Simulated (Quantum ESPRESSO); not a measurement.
# GaGe (P1) in Quantum ESPRESSO: reference runs

Aim: a first look at GaGe with PBE, on the cell as given.

Everything below comes from runs of Quantum ESPRESSO 7.5. Logs are shortened: lines on timing, memory, paths and dates and some standing lists are left out, and cuts for length are marked.

**1. Starting point**

The typed cell holds 4 atoms: a = 4.098 Å, b = 4.098 Å, c = 7.098 Å, α = 73.22°, β = 73.22°, γ = 60.00°.

The cell comes from a database or a generator and needn't be the stable form of this composition.

**2. Single point, PBE**

File pw.in:

```
&CONTROL
  calculation = 'scf'
  prefix = 'pwscf'
  outdir = './tmp'
  pseudo_dir = './pseudo'
  tprnfor = .true.
  tstress = .true.
  disk_io = 'nowf'
/
&SYSTEM
  ibrav = 0
  nat = 4
  ntyp = 2
  ecutwfc = 70
  ecutrho = 560
  nbnd = 37
  occupations = 'smearing'
  smearing = 'fd'
  degauss = 0.00367493
/
&ELECTRONS
  conv_thr = 8d-10
  electron_maxstep = 120
  mixing_beta = 0.5
/
ATOMIC_SPECIES
Ga    69.7230 Ga.pbe-dn-kjpaw_psl.1.0.0.UPF
Ge    72.6300 ge_pbe_v1.4.uspp.F.UPF
CELL_PARAMETERS angstrom
   0.0000000000   -2.8978440000   -2.8978440000
  -2.8978440000    0.0000000000   -2.8978440000
   2.8978440000    2.8978440000   -5.7956880000
ATOMIC_POSITIONS crystal
Ga     0.2740008400    0.4292192000    0.8715965500
Ga     0.9759991600    0.8207808000    0.3784034500
Ge     0.5264912500    0.4725701400    0.5220236500
Ge     0.9735087500    0.0274298600    0.9779763500
K_POINTS automatic
8 8 4 0 0 0
```

Potentials or basis: SSSP 1.3 efficiency PBE.

Started as:

```sh
OMP_NUM_THREADS=1 pw.x -in pw.in > pw.out
```

pw.out:

```text
This program is part of the open-source Quantum ESPRESSO suite
     for quantum simulation of materials; please cite
         "P. Giannozzi et al., J. Phys.:Condens. Matter 21 395502 (2009);
         "P. Giannozzi et al., J. Phys.:Condens. Matter 29 465901 (2017);
         "P. Giannozzi et al., J. Chem. Phys. 152 154105 (2020);
     in publications or presentations arising from this work. More details at

     file Ga.pbe-dn-kjpaw_psl.1.0.0.UPF: wavefunction(s)  4S renormalized

     G-vector sticks info
     --------------------
     sticks:   dense  smooth     PW     G-vecs:    dense   smooth      PW
     Sum        2335    1159    337               147149    51907    8107

     Using Slab Decomposition

     bravais-lattice index     =            0
     lattice parameter (alat)  =       7.7444  a.u.
     unit-cell volume          =     656.8733 (a.u.)^3
     number of atoms/cell      =            4
     number of atomic types    =            2
     number of electrons       =        54.00
     number of Kohn-Sham states=           37
     kinetic-energy cutoff     =      70.0000  Ry
     charge density cutoff     =     560.0000  Ry
     scf convergence threshold =      8.0E-10
     mixing beta               =       0.5000
     number of iterations used =            8  plain     mixing
     Exchange-correlation=  SLA  PW   PBX  PBC
                           (   1   4   3   4   0   0   0)

     celldm(1)=   7.744419  celldm(2)=   0.000000  celldm(3)=   0.000000
     celldm(4)=   0.000000  celldm(5)=   0.000000  celldm(6)=   0.000000

     crystal axes: (cart. coord. in units of alat)
               a(1) = (   0.000000  -0.707107  -0.707107 )
               a(2) = (  -0.707107   0.000000  -0.707107 )
               a(3) = (   0.707107   0.707107  -1.414214 )

     reciprocal axes: (cart. coord. in units 2 pi/alat)
               b(1) = (  0.353553 -1.060660 -0.353553 )
               b(2) = ( -1.060660  0.353553 -0.353553 )
               b(3) = (  0.353553  0.353553 -0.353553 )

     PseudoPot. # 1 for Ga read from file:
     Ga.pbe-dn-kjpaw_psl.1.0.0.UPF
     Pseudo is Projector augmented-wave + core cor, Zval = 13.0
     Generated using "atomic" code by A. Dal Corso  v.5.1
     Shape of augmentation charge: PSQ
     Using radial grid of 1205 points,  6 beta functions with:
                l(1) =   0
                l(2) =   0
                l(3) =   1
                l(4) =   1
                l(5) =   2
                l(6) =   2
     Q(r) pseudized with 0 coefficients

     PseudoPot. # 2 for Ge read from file:
     ge_pbe_v1.4.uspp.F.UPF
     Pseudo is Ultrasoft + core correction, Zval = 14.0
     Generated by new atomic code, or converted to UPF format
     Using radial grid of  873 points,  6 beta functions with:
                l(1) =   0
                l(2) =   0
                l(3) =   1
                l(4) =   1
                l(5) =   2
                l(6) =   2
     Q(r) pseudized with  8 coefficients,  rinner =    1.400   1.400   1.400
                                                       1.400   1.400

     atomic species   valence    mass     pseudopotential
     Ga               13.00    69.72300     Ga( 1.00)
     Ge               14.00    72.63000     Ge( 1.00)

     No symmetry found

   Cartesian axes

     site n.     atom                  positions (alat units)
         1        Ga     tau(   1) = (   0.3128080   0.4225640  -1.7298753  )
         2        Ga     tau(   2) = (  -0.3128080  -0.4225640  -1.8056586  )
         3        Ge     tau(   3) = (   0.0349689  -0.0031591  -1.4446960  )
         4        Ge     tau(   4) = (   0.6721379   0.0031591  -2.0908379  )

     number of k points=   228  Fermi-Dirac smearing, width (Ry)=  0.0037

     Number of k-points >= 100: set verbosity='high' to print them.

     Dense  grid:   147149 G-vectors     FFT dimensions: (  60,  60, 108)

     Smooth grid:    51907 G-vectors     FFT dimensions: (  45,  45,  72)

     Initial potential from superposition of free atoms

     starting charge      53.9923, renormalised to      54.0000
     Starting wfcs are   36 randomized atomic wfcs +    1 random wfcs

     Self-consistent Calculation

     iteration #  1     ecut=    70.00 Ry     beta= 0.50
     Davidson diagonalization with overlap
     ethr =  1.00E-02,  avg # of iterations =  6.4

     Threshold (ethr) on eigenvalues was too large:
     Diagonalizing with lowered threshold

     Davidson diagonalization with overlap
     c_bands:  1 eigenvalues not converged
     ethr =  8.84E-05,  avg # of iterations =  8.1

     total energy              =    -983.06272952 Ry
     estimated scf accuracy    <       0.05724467 Ry

     iteration #  2     ecut=    70.00 Ry     beta= 0.50
     Davidson diagonalization with overlap
     ethr =  1.06E-04,  avg # of iterations =  2.4

     total energy              =    -983.06448197 Ry
     estimated scf accuracy    <       0.02225184 Ry

     iteration #  3     ecut=    70.00 Ry     beta= 0.50
     Davidson diagonalization with overlap
     ethr =  4.12E-05,  avg # of iterations =  5.1

     total energy              =    -983.06917298 Ry
     estimated scf accuracy    <       0.02391334 Ry

     iteration #  4     ecut=    70.00 Ry     beta= 0.50
     Davidson diagonalization with overlap
     ethr =  4.12E-05,  avg # of iterations =  2.0

     total energy              =    -983.07252816 Ry
     estimated scf accuracy    <       0.00285954 Ry

     iteration #  5     ecut=    70.00 Ry     beta= 0.50
     Davidson diagonalization with overlap
     c_bands:  1 eigenvalues not converged
     c_bands:  1 eigenvalues not converged
     ethr =  5.30E-06,  avg # of iterations =  7.5

     total energy              =    -983.07388242 Ry
     estimated scf accuracy    <       0.00160966 Ry

     iteration #  6     ecut=    70.00 Ry     beta= 0.50
     Davidson diagonalization with overlap
     ethr =  2.98E-06,  avg # of iterations =  2.4

     total energy              =    -983.07399354 Ry
     estimated scf accuracy    <       0.00016637 Ry

     iteration #  7     ecut=    70.00 Ry     beta= 0.50
     Davidson diagonalization with overlap
     ethr =  3.08E-07,  avg # of iterations =  5.7

     total energy              =    -983.07405547 Ry
     estimated scf accuracy    <       0.00002858 Ry

     iteration #  8     ecut=    70.00 Ry     beta= 0.50
     Davidson diagonalization with overlap
     ethr =  5.29E-08,  avg # of iterations =  5.3

     total energy              =    -983.07406589 Ry
     estimated scf accuracy    <       0.00000149 Ry

     iteration #  9     ecut=    70.00 Ry     beta= 0.50
     Davidson diagonalization with overlap
     ethr =  2.76E-09,  avg # of iterations =  5.8

     total energy              =    -983.07406744 Ry
     estimated scf accuracy    <       0.00000007 Ry

     iteration # 10     ecut=    70.00 Ry     beta= 0.50
     Davidson diagonalization with overlap
     ethr =  1.21E-10,  avg # of iterations =  6.0

     total energy              =    -983.07406749 Ry
     estimated scf accuracy    <          9.8E-09 Ry

     iteration # 11     ecut=    70.00 Ry     beta= 0.50
     Davidson diagonalization with overlap
     ethr =  1.82E-11,  avg # of iterations =  5.4

     total energy              =    -983.07406749 Ry
     estimated scf accuracy    <          3.9E-09 Ry

     iteration # 12     ecut=    70.00 Ry     beta= 0.50
     Davidson diagonalization with overlap
     ethr =  7.23E-12,  avg # of iterations =  2.5

     End of self-consistent calculation

     Number of k-points >= 100: set verbosity='high' to print the bands.

     the Fermi energy is     6.3642 ev

!    total energy              =    -983.07406749 Ry
     estimated scf accuracy    <          2.7E-10 Ry
     smearing contrib. (-TS)   =      -0.00123656 Ry
     internal energy E=F+TS    =    -983.07283094 Ry

     The total energy is F=E-TS. E is the sum of the following terms:
     one-electron contribution =    -522.51771090 Ry
     hartree contribution      =     311.21295043 Ry
     xc contribution           =    -192.73192405 Ry
     ewald contribution        =    -356.79663380 Ry
     one-center paw contrib.   =    -222.23951262 Ry

     convergence has been achieved in  12 iterations

     Forces acting on atoms (cartesian axes, Ry/au):

     atom    1 type  1   force =     0.02233925   -0.01995090   -0.02596344
     atom    2 type  1   force =    -0.04303604    0.03445358    0.04286526
     atom    3 type  2   force =     0.00996148   -0.06316411   -0.01019268
     atom    4 type  2   force =     0.01073530    0.04866144   -0.00670913

     Total force =     0.114755     Total SCF correction =     0.000021

     Computing stress (Cartesian axis) and pressure

          total   stress  (Ry/bohr**3)                   (kbar)     P=       17.58
   0.00012732  -0.00002268   0.00002235           18.73       -3.34        3.29
  -0.00002268   0.00010144   0.00002882           -3.34       14.92        4.24
   0.00002235   0.00002882   0.00012977            3.29        4.24       19.09

=------------------------------------------------------------------------------=
   JOB DONE.
=------------------------------------------------------------------------------=
```

Run time: 21 min. Hardware: 1 thread of AMD EPYC 7R13 (Zen 3), shared host; peak memory 1.4 GiB.

Results:

```yaml
Free_energy: -13375.4041 eV
Pressure: 1.8 GPa
Largest_force: 1.795 eV/Å
Band_gap_on_the_k_mesh: none (metal or under the smearing width)
```

Forces in eV/Å, atoms in the order of the input:
```
Ga   0.574 -0.513 -0.668
Ga  -1.107  0.886  1.102
Ge   0.256 -1.624 -0.262
Ge   0.276  1.251 -0.172
```

Stress tensor (GPa, compression positive):
```
 1.87 -0.33  0.33
-0.33  1.49  0.42
 0.33  0.42  1.91
```

Levels at points of the mesh, in eV from the Fermi level:
```csv
k point,band 24,band 25,band 26,band 27,band 28,band 29,band 30,band 31
"(0.00, 0.00, 0.00)",0.03,0.19,1.43,1.73,1.88,2.08,2.28,3.96
"(0.00, 0.00, -0.50)",-2.27,0.11,0.37,1.44,1.54,2.25,2.61,4.46
"(0.00, -0.50, 0.00)",-4.68,-2.13,-1.67,-0.74,-0.29,2.76,2.89,5.35
"(0.00, -0.50, -0.50)",-5.24,-1.39,-1.16,0.33,0.50,1.78,2.11,2.63
"(0.50, 0.00, 0.00)",-4.48,-2.28,-1.41,-1.10,-0.24,2.44,3.56,4.68
"(-0.50, -0.50, -0.50)",-4.65,-2.12,-1.67,-0.73,-0.30,2.75,2.91,5.33
"(0.50, 0.00, 0.50)",-4.99,-1.43,-1.20,0.39,0.42,1.44,2.13,2.73
"(-0.50, -0.50, 0.00)",-5.23,-1.38,-1.16,0.31,0.50,1.77,2.11,2.66
```

Caveat: forces of over 1 eV/Å show positions far from the minimum, so gaps and moduli don't describe the material at rest.
